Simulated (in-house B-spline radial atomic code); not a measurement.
# Pt⁴⁺: a fraction of an electron removed from 4d

Aim: the energy of Pt⁴⁺ as a fraction of an electron is removed from 4d, to see how far it bends away from a straight line.

The numbers are computed with in-house B-spline radial atomic code version 1 (scalar-relativistic (spin-free one-electron X2C) M06-2X, spin-polarised, spherical fractional occupations, Fermi nucleus, basis-set limit), except any that are marked as measured or tabulated.

## (1) Starting point

| Item | Value |
| --- | --- |
| element | platinum (Z = 78) |
| charge | +4 |
| electrons | 74 |
| configuration | [Xe] 4f14 5d6 |
| Hamiltonian | scalar-relativistic (X2C) |
| nucleus | Fermi, rms radius 5.427 fm |

The outer shells:

[Xe] 4f14 5d6
```
[Xe] core
4f [↑↓][↑↓][↑↓][↑↓][↑↓][↑↓][↑↓]
5d [↑↓][↑ ][↑ ][↑ ][↑ ]
```

Where spins are not typed, each open shell is filled with up spins first.

## (2) The start, at fraction 0

Settings of the run:

```ini
Z = 78
electrons = 74.0
configuration = [Xe] 4f14 5d6
hamiltonian = x2c
method = m062x
spin_polarised = True
nucleus = fermi
rms_radius = 5.427
mass_number = 195
atomic_mass = 194.964794325
speed_of_light = 137.035999084
```

## (3) 0.03 electron removed from 4d

The settings differ from step 2 so:

```diff
@@ -1,4 +1,4 @@
 Z = 78
-electrons = 74.0
-configuration = [Xe] 4f14 5d6
+electrons = 73.97
+configuration = [Kr] 4d9.97 4f14 5s2 5p6 5d6
 hamiltonian = x2c
```

## (4) 0.19 electron removed from 4d

The settings differ from step 3 so:

```diff
@@ -1,4 +1,4 @@
 Z = 78
-electrons = 73.97
-configuration = [Kr] 4d9.97 4f14 5s2 5p6 5d6
+electrons = 73.81
+configuration = [Kr] 4d9.81 4f14 5s2 5p6 5d6
 hamiltonian = x2c
```

## (5) 0.37 electron removed from 4d

The settings differ from step 4 so:

```diff
@@ -1,4 +1,4 @@
 Z = 78
-electrons = 73.81
-configuration = [Kr] 4d9.81 4f14 5s2 5p6 5d6
+electrons = 73.63
+configuration = [Kr] 4d9.63 4f14 5s2 5p6 5d6
 hamiltonian = x2c
```

## (6) 0.47 electron removed from 4d

The settings differ from step 5 so:

```diff
@@ -1,4 +1,4 @@
 Z = 78
-electrons = 73.63
-configuration = [Kr] 4d9.63 4f14 5s2 5p6 5d6
+electrons = 73.53
+configuration = [Kr] 4d9.53 4f14 5s2 5p6 5d6
 hamiltonian = x2c
```

## (7) 0.5 electron removed from 4d

The settings differ from step 6 so:

```diff
@@ -1,4 +1,4 @@
 Z = 78
-electrons = 73.53
-configuration = [Kr] 4d9.53 4f14 5s2 5p6 5d6
+electrons = 73.5
+configuration = [Kr] 4d9.5 4f14 5s2 5p6 5d6
 hamiltonian = x2c
```

## (8) 0.6 electron removed from 4d

The settings differ from step 7 so:

```diff
@@ -1,4 +1,4 @@
 Z = 78
-electrons = 73.5
-configuration = [Kr] 4d9.5 4f14 5s2 5p6 5d6
+electrons = 73.4
+configuration = [Kr] 4d9.4 4f14 5s2 5p6 5d6
 hamiltonian = x2c
```

## (9) 0.64 electron removed from 4d

The settings differ from step 8 so:

```diff
@@ -1,4 +1,4 @@
 Z = 78
-electrons = 73.4
-configuration = [Kr] 4d9.4 4f14 5s2 5p6 5d6
+electrons = 73.36
+configuration = [Kr] 4d9.36 4f14 5s2 5p6 5d6
 hamiltonian = x2c
```

## (10) 0.84 electron removed from 4d

The settings differ from step 9 so:

```diff
@@ -1,4 +1,4 @@
 Z = 78
-electrons = 73.36
-configuration = [Kr] 4d9.36 4f14 5s2 5p6 5d6
+electrons = 73.16
+configuration = [Kr] 4d9.16 4f14 5s2 5p6 5d6
 hamiltonian = x2c
```

## (11) 0.9 electron removed from 4d

The settings differ from step 10 so:

```diff
@@ -1,4 +1,4 @@
 Z = 78
-electrons = 73.16
-configuration = [Kr] 4d9.16 4f14 5s2 5p6 5d6
+electrons = 73.1
+configuration = [Kr] 4d9.1 4f14 5s2 5p6 5d6
 hamiltonian = x2c
```

## (12) 1 electron removed from 4d

The settings differ from step 11 so:

```diff
@@ -1,4 +1,4 @@
 Z = 78
-electrons = 73.1
-configuration = [Kr] 4d9.1 4f14 5s2 5p6 5d6
+electrons = 73.0
+configuration = [Kr] 4d9 4f14 5s2 5p6 5d6
 hamiltonian = x2c
```

Q: How does the energy change with the fraction, and which way and how far does it bend from the straight line between the ends?

The runs gave:

| fraction | energy change (eV) | less the straight line (eV) | level 4d down (eV) | sum of <r²> (bohr²) |
| --- | --- | --- | --- | --- |
| 0 | 0.0000 | 0.0000 | -377.08 | 33.410 |
| 0.03 | 11.3231 | -0.3568 | -377.80 | 33.322 |
| 0.19 | 72.0793 | -1.8937 | -381.66 | 32.861 |
| 0.37 | 141.1732 | -2.8795 | -386.06 | 32.362 |
| 0.47 | 179.9022 | -3.0837 | -388.52 | 32.094 |
| 0.5 | 191.5690 | -3.0968 | -389.27 | 32.015 |
| 0.6 | 230.6198 | -2.9792 | -391.75 | 31.754 |
| 0.64 | 246.3098 | -2.8625 | -392.75 | 31.651 |
| 0.84 | 325.3619 | -1.6767 | -397.78 | 31.150 |
| 0.9 | 349.2743 | -1.1242 | -399.30 | 31.004 |
| 1 | 389.3317 | 0.0000 | -401.85 | 30.764 |

**Reading.** From fraction 0 to 1 the energy changes by 389.332 eV. It sags under the straight line by up to 3.10 eV (at 0.5). Slater's transition state, the slope from the orbital energy at fraction 0.5 (Janak's theorem), gives 389.266 eV for the whole step. Here exact exchange is taken at spherical fractional occupations, which leaves self-interaction in open p, d and f shells; that spoils the energies somewhat, at whole numbers too.
